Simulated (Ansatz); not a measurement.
Sn3Se:

```
CELL_PARAMETERS angstrom
4.74188 0.00000 0.00000
0.00000 4.74188 0.00000
0.00000 0.00000 4.74188
ATOMIC_POSITIONS crystal
Sn 0.50000 0.50000 0.00000
Sn 0.50000 0.00000 0.50000
Sn 0.00000 0.50000 0.50000
Se 0.00000 0.00000 0.00000
```

The cell comes from a database or a generator and needn't be the stable form of this composition.

Base run:

| Property | Result |
| --- | --- |
| Program | Ansatz 0.2.0 |
| Functional | PBEsol |
| Potentials or basis | all-electron PAW datasets made for the crystal |
| Cutoff | 260 eV |
| Density cutoff | 1040 eV |
| k mesh | 6 × 6 × 6 |
| Occupations | fermi-dirac, width 0.05 eV |
| Spin | no spin polarisation |

Its results: pressure -2.6 GPa.

Q: After a change of settings the same cell gave: pressure -3.9 GPa. Which change was it?
A. potentials or basis from all-electron PAW datasets made for the crystal to all-electron LAPW, scalar-relativistic; cutoff from 260 eV to 162 eV; density cutoff from 1040 eV to 646 eV
B. functional from PBEsol to PBE; potentials or basis from all-electron PAW datasets made for the crystal to all-electron LAPW, scalar-relativistic; cutoff from 260 eV to 148 eV; density cutoff from 1040 eV to 592 eV
C. potentials or basis from all-electron PAW datasets made for the crystal to all-electron LAPW, scalar-relativistic; cutoff from 260 eV to 148 eV; density cutoff from 1040 eV to 592 eV; k mesh from 6 × 6 × 6 to 4 × 4 × 4
D. functional from PBEsol to LDA; potentials or basis from all-electron PAW datasets made for the crystal to all-electron LAPW, scalar-relativistic; cutoff from 260 eV to 148 eV; density cutoff from 1040 eV to 593 eV

A: D.

Not every run made on this cell is shown here.
